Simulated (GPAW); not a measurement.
The system is AlFe3B.

```xyz
5
Lattice="3.8223 0.0000 0.0000 0.0000 3.8223 0.0000 0.0000 0.0000 3.8223" Properties=species:S:1:pos:R:3 pbc="T T T"
Fe    0.0000    0.0000    1.9112
Fe    0.0000    1.9112    0.0000
Fe    1.9112    0.0000    0.0000
Al    1.9112    1.9112    1.9112
B     0.0000    0.0000    0.0000
```

The cell comes from a database or a generator and needn't be the stable form of this composition.

Base run:

```yaml
Program: GPAW 26.7.0
Functional: PBEsol
Potentials_or_basis: PAW data sets generated in the run's folder for this functional
Cutoff: 800 eV
Basis: pw
k_mesh: 7 × 7 × 7
Occupations: fermi-dirac, width 0.05 eV
Spin: collinear spin, ferromagnetic start
Starting_moments: "[3.0, 3.0, 3.0, 0.0, 0.0] μB"
Hubbard_terms: Fe d U = 1 eV
```

Its results: pressure -1.6 GPa; net moment 5.05 μB per cell; site moments Fe +1.85; Al -0.10; B -0.07 μB.

Problem. After a change of settings the same cell gave: pressure 17.9 GPa; net moment 7.59 μB per cell; site moments Fe +2.75; Al -0.13; B -0.09 μB. Which change was it?
A. hubbard terms from Fe d U = 1 eV to Fe d U = 4 eV
B. hubbard terms from Fe d U = 1 eV to Fe d U = 2 eV
C. hubbard terms from Fe d U = 1 eV to none

Solution. A.

Caveats: the U is typed as a test and isn't derived for this compound.

Not every run made on this cell is shown here.
